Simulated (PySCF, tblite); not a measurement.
# C₂H₉NSi₂: dynamics, then NMR shifts on frames, part 2 of 2

tblite 0.8.0 and PySCF 2.14.0. Atoms count from 0. Earlier steps stand in the parts before.

## 5. Shielding tensors: 625 fs, PBE0/pcSseg-1

The job: settings as JSON, then the geometry in Å.

```
{"job": {"kind": "nmr", "xc": "PBE0", "basis": "pcSseg-1", "pop": false}, "charge": 0, "multiplicity": 1}
N     -2.116400    -0.970100    -0.329300
Si    -1.485300     0.242500     0.681800
C      0.277700    -0.306000     1.332600
C      1.303800    -0.419900     0.524800
Si     3.117000    -0.556000     0.964800
H     -2.020100    -1.956500    -0.079200
H     -2.866100    -0.710400    -0.926900
H     -2.172000     0.634200     1.882200
H     -1.564600     1.376400    -0.142200
H      0.460500    -0.348600     2.378400
H      1.070500    -0.452200    -0.563000
H      3.855100     0.486800     0.152600
H      3.660200    -1.914100     0.771700
H      3.059700    -0.388700     2.402700
```

Level: GIAO PBE0/pcSseg-1 NMR shielding, non-relativistic, gas phase.

The log of the run:

```text
coarse grid: 12064 points
cycle   1  E = -714.8079129188  dE =  2.367e-01  |g| = 4.882e-01  |ddm| = 3.297e+00
cycle   2  E = -714.7744784483  dE =  3.343e-02  |g| = 6.178e-01  |ddm| = 9.916e-01
cycle   3  E = -714.8629167505  dE = -8.844e-02  |g| = 4.402e-02  |ddm| = 6.328e-01
cycle   4  E = -714.8632771188  dE = -3.604e-04  |g| = 2.211e-02  |ddm| = 6.519e-02
cycle   5  E = -714.8633935471  dE = -1.164e-04  |g| = 5.186e-03  |ddm| = 2.424e-02
cycle   6  E = -714.8634003482  dE = -6.801e-06  |g| = 1.662e-03  |ddm| = 6.354e-03
final grid: 105608 points
cycle   7  E = -714.8885939879  dE = -1.479e-05  |g| = 7.130e-03  |ddm| = 1.722e-02
cycle   8  E = -714.8885826913  dE =  1.130e-05  |g| = 9.905e-03  |ddm| = 1.494e-02
cycle   9  E = -714.8886058807  dE = -2.319e-05  |g| = 9.401e-04  |ddm| = 8.743e-03
cycle  10  E = -714.8886060895  dE = -2.088e-07  |g| = 2.888e-04  |ddm| = 9.598e-04
cycle  11  E = -714.8886061103  dE = -2.076e-08  |g| = 6.178e-05  |ddm| = 2.816e-04
cycle  12  E = -714.8886061110  dE = -6.828e-10  |g| = 2.695e-05  |ddm| = 7.375e-05
converged SCF energy = -714.8886061110

GIAO shielding tensors (ppm)
atom      isotropic    diamagn.    paramagn.     s11        s22        s33       span
  0 N      261.004     319.013     -58.010    211.034    274.363    297.614     86.580
  1 Si     395.204     880.520    -485.316    345.449    375.112    465.052    119.604
  2 C       28.926     260.018    -231.093    -91.847     18.530    160.094    251.942
  3 C       32.282     260.463    -228.181    -87.592      9.593    174.844    262.437
  4 Si     419.196     879.886    -460.690    377.437    414.644    465.506     88.069
  5 H       30.886      30.750       0.135     23.752     27.346     41.559     17.808
  6 H       31.599      30.946       0.653     24.156     27.048     43.593     19.437
  7 H       27.125      29.883      -2.758     23.649     25.290     32.435      8.785
  8 H       27.733      31.918      -4.186     25.036     25.566     32.596      7.560
  9 H       24.780      33.493      -8.713     21.020     25.126     28.194      7.174
 10 H       24.354      34.988     -10.634     21.506     22.718     28.839      7.333
 11 H       26.728      27.574      -0.846     23.894     25.101     31.190      7.296
 12 H       27.151      28.198      -1.047     24.578     25.194     31.681      7.103
 13 H       27.781      29.012      -1.231     24.874     27.030     31.439      6.565
```

Run time: 11 s. Hardware: 1 thread of Arm Neoverse V1, shared host; peak memory 0.72 GiB.

Key values: δ C2 158.0, C3 154.6, N0 6.7, Si1 -46.0, H10 7.36, H9 6.94 ppm.

## 6. Shielding tensors: 800 fs, PBE0/pcSseg-1

The job: settings as JSON, then the geometry in Å.

```
{"job": {"kind": "nmr", "xc": "PBE0", "basis": "pcSseg-1", "pop": false}, "charge": 0, "multiplicity": 1}
N     -1.702100    -1.318700     0.112400
Si    -1.405600     0.169500     0.811700
C      0.393500     0.244500     1.159700
C      1.337400    -0.582600     0.701900
Si     3.217400    -0.351300     0.904400
H     -1.245500    -2.079100     0.498400
H     -2.489000    -1.491600    -0.483000
H     -2.167400     0.320800     2.101100
H     -1.989000     0.987100    -0.313100
H      0.701100     1.020000     1.814000
H      1.133600    -1.440000     0.029200
H      3.648500    -0.031100    -0.433300
H      3.982600    -1.504900     1.411400
H      3.252600     0.721500     1.804500
```

Method: GIAO PBE0/pcSseg-1 NMR shielding, non-relativistic, gas phase.

The log of the run:

```text
coarse grid: 12064 points
cycle   1  E = -714.7991101871  dE =  3.164e-01  |g| = 5.177e-01  |ddm| = 3.299e+00
cycle   2  E = -714.7600140307  dE =  3.910e-02  |g| = 6.617e-01  |ddm| = 1.071e+00
cycle   3  E = -714.8597648401  dE = -9.975e-02  |g| = 3.726e-02  |ddm| = 6.751e-01
cycle   4  E = -714.8600205406  dE = -2.557e-04  |g| = 1.782e-02  |ddm| = 5.286e-02
cycle   5  E = -714.8600927081  dE = -7.217e-05  |g| = 4.963e-03  |ddm| = 2.035e-02
cycle   6  E = -714.8600995786  dE = -6.870e-06  |g| = 6.953e-04  |ddm| = 5.967e-03
final grid: 105608 points
cycle   7  E = -714.8861751408  dE = -1.669e-05  |g| = 7.184e-03  |ddm| = 1.930e-02
cycle   8  E = -714.8861665557  dE =  8.585e-06  |g| = 9.369e-03  |ddm| = 1.434e-02
cycle   9  E = -714.8861871672  dE = -2.061e-05  |g| = 7.454e-04  |ddm| = 8.381e-03
cycle  10  E = -714.8861872748  dE = -1.076e-07  |g| = 3.328e-04  |ddm| = 8.024e-04
cycle  11  E = -714.8861873039  dE = -2.908e-08  |g| = 5.050e-05  |ddm| = 3.057e-04
cycle  12  E = -714.8861873044  dE = -4.684e-10  |g| = 2.450e-05  |ddm| = 6.658e-05
converged SCF energy = -714.8861873044

GIAO shielding tensors (ppm)
atom      isotropic    diamagn.    paramagn.     s11        s22        s33       span
  0 N      267.193     319.892     -52.698    225.786    272.136    303.657     77.872
  1 Si     400.387     880.879    -480.493    349.981    405.163    446.016     96.034
  2 C       35.341     259.750    -224.410    -85.783     23.270    168.535    254.319
  3 C       27.965     258.514    -230.549    -94.685     -9.583    188.164    282.849
  4 Si     415.790     880.455    -464.665    378.148    402.212    467.011     88.863
  5 H       33.159      34.409      -1.250     25.254     30.050     44.171     18.917
  6 H       31.295      31.586      -0.291     23.757     26.982     43.147     19.390
  7 H       26.046      28.282      -2.236     22.051     24.504     31.585      9.534
  8 H       25.990      29.602      -3.612     22.620     24.392     30.958      8.338
  9 H       24.862      33.096      -8.234     21.165     24.962     28.459      7.294
 10 H       23.674      34.146     -10.472     18.890     22.877     29.254     10.364
 11 H       27.758      29.307      -1.549     24.804     26.072     32.397      7.593
 12 H       27.264      28.297      -1.033     24.558     25.373     31.862      7.304
 13 H       28.428      29.866      -1.439     25.142     27.644     32.497      7.355
```

It took 11 s on 1 thread of Arm Neoverse V1, shared host; peak memory 0.72 GiB.

In short: δ C3 159.0, C2 151.6, N0 0.5, Si1 -51.2, H10 8.04, H9 6.85 ppm.

## 7. Shielding tensors: 1000 fs, PBE0/pcSseg-1

The job: settings as JSON, then the geometry in Å.

```
{"job": {"kind": "nmr", "xc": "PBE0", "basis": "pcSseg-1", "pop": false}, "charge": 0, "multiplicity": 1}
N     -1.744800    -1.237300     0.423600
Si    -1.334700     0.348500     0.987000
C      0.577600     0.265800     0.863500
C      1.309700    -0.820800     0.575100
Si     3.206200    -0.704300     0.802900
H     -1.175900    -1.515600    -0.326400
H     -2.646700    -1.648000     0.358000
H     -1.607900     0.433000     2.434500
H     -1.826600     1.604300     0.303100
H      1.085700     1.259900     1.007000
H      0.775300    -1.749300     0.559900
H      4.004900    -1.375200    -0.230700
H      3.599900    -1.146100     2.158400
H      3.582300     0.741600     1.011400
```

Method: GIAO PBE0/pcSseg-1 NMR shielding, non-relativistic, gas phase.

The log of the run:

```text
coarse grid: 12064 points
cycle   1  E = -714.8127513444  dE =  1.389e-01  |g| = 4.843e-01  |ddm| = 3.261e+00
cycle   2  E = -714.7737609781  dE =  3.899e-02  |g| = 6.327e-01  |ddm| = 9.769e-01
cycle   3  E = -714.8662160552  dE = -9.246e-02  |g| = 4.518e-02  |ddm| = 6.273e-01
cycle   4  E = -714.8666071914  dE = -3.911e-04  |g| = 2.165e-02  |ddm| = 6.484e-02
cycle   5  E = -714.8667150517  dE = -1.079e-04  |g| = 6.668e-03  |ddm| = 2.356e-02
cycle   6  E = -714.8667254071  dE = -1.036e-05  |g| = 2.484e-03  |ddm| = 6.863e-03
cycle   7  E = -714.8667269673  dE = -1.560e-06  |g| = 4.880e-04  |ddm| = 2.330e-03
final grid: 105608 points
cycle   8  E = -714.8930519836  dE = -1.679e-05  |g| = 6.862e-03  |ddm| = 1.842e-02
cycle   9  E = -714.8930436281  dE =  8.355e-06  |g| = 9.061e-03  |ddm| = 1.339e-02
cycle  10  E = -714.8930628629  dE = -1.923e-05  |g| = 6.892e-04  |ddm| = 7.968e-03
cycle  11  E = -714.8930629537  dE = -9.076e-08  |g| = 3.308e-04  |ddm| = 8.861e-04
cycle  12  E = -714.8930629818  dE = -2.811e-08  |g| = 6.322e-05  |ddm| = 2.903e-04
cycle  13  E = -714.8930629825  dE = -7.387e-10  |g| = 3.006e-05  |ddm| = 7.156e-05
converged SCF energy = -714.8930629825

GIAO shielding tensors (ppm)
atom      isotropic    diamagn.    paramagn.     s11        s22        s33       span
  0 N      266.911     319.814     -52.903    235.457    263.705    301.571     66.114
  1 Si     399.254     880.282    -481.028    353.168    395.416    449.178     96.009
  2 C       14.585     263.606    -249.021   -110.786      4.437    150.103    260.889
  3 C       40.837     257.196    -216.359    -88.442     27.884    183.067    271.509
  4 Si     415.479     877.980    -462.502    337.196    418.477    490.763    153.567
  5 H       32.415      36.058      -3.643     24.301     29.807     43.138     18.837
  6 H       31.736      30.718       1.018     24.285     26.513     44.410     20.125
  7 H       26.561      28.754      -2.193     23.755     24.538     31.389      7.634
  8 H       26.139      28.981      -2.842     22.865     24.196     31.355      8.490
  9 H       23.731      33.211      -9.480     20.261     23.379     27.552      7.291
 10 H       24.571      33.757      -9.186     20.506     23.296     29.911      9.404
 11 H       27.203      27.462      -0.259     23.923     25.312     32.373      8.450
 12 H       26.967      27.070      -0.103     24.249     25.129     31.522      7.273
 13 H       26.853      27.913      -1.059     24.076     26.141     30.343      6.267
```

It took 11 s on 1 thread of Arm Neoverse V1, shared host; peak memory 0.73 GiB.

This run: δ C2 172.3, C3 146.1, N0 0.8, Si1 -50.1, H9 7.99, H10 7.15 ppm.

## 8. Comparing the runs: NMR shifts

Shifts (ppm) of some atoms, chosen among heavy atoms and hydrogens apart, with basis size and wall time:

| frame | C3 | C2 | H8 | H5 | N0 | Si1 | Si4 | functions | time |
| --- | --- | --- | --- | --- | --- | --- | --- | --- | --- |
| 250 fs | 162.8 | 154.7 | 5.53 | 0.55 | 11.8 | -38.9 | -71.9 | 144 | 17 s |
| 425 fs | 168.2 | 168.3 | 4.98 | 1.13 | 10.7 | -50.8 | -61.9 | 144 | 12 s |
| 625 fs | 154.6 | 158.0 | 3.98 | 0.83 | 6.7 | -46.0 | -70.0 | 144 | 11 s |
| 800 fs | 159.0 | 151.6 | 5.73 | -1.44 | 0.5 | -51.2 | -66.6 | 144 | 11 s |
| 1000 fs | 146.1 | 172.3 | 5.58 | -0.70 | 0.8 | -50.1 | -66.3 | 144 | 11 s |

## 9. Outcome

The summary covers parts 1 to 2.

| quantity | value |
| --- | --- |
| thermostat | 300 K |
| mean temperature, second half | 291 K |
| mean potential energy above the minimum | 0.46 eV |
| 13C shifts against TMS (PBE0/pcSseg-1, 250 fs) | 162.8, 154.7 ppm |
| 1H shifts against TMS (PBE0/pcSseg-1, 250 fs) | 7.80, 6.58, 5.53, 5.35, 4.91, 4.77, 4.29, 0.79, 0.55 ppm |
| 15N shifts against NH3 (PBE0/pcSseg-1, 250 fs) | 11.8 ppm |
| 29Si shifts against TMS (PBE0/pcSseg-1, 250 fs) | -38.9, -71.9 ppm |
| surface potential, 1st and 99th percentile | -1.45 V and 1.50 V |
| range of the shift of C3 | 146.1 to 168.2 ppm |

In words: In the second half the potential energy averages 0.46 eV above the minimum; equipartition over 36 harmonic modes at 300 K would give 0.47 eV. With 14 atoms the temperature swings widely (158 to 464 K). Shifts at one fixed geometry are not the observed spectrum, which averages over the motion. In the first frame run (250 fs): The largest span, 294 ppm, is at C3, where the paramagnetic term is -238 ppm. At PBE0/pcSseg-1, counted by nearest atom on the grid, the HOMO lies on C2, C3 about 35 % each, the LUMO on C2, C3 about 28 % each; H9 7 %. Across the 5 runs the shift of C3 moves most, between 146.1 (1000 fs) and 168.2 ppm (425 fs).
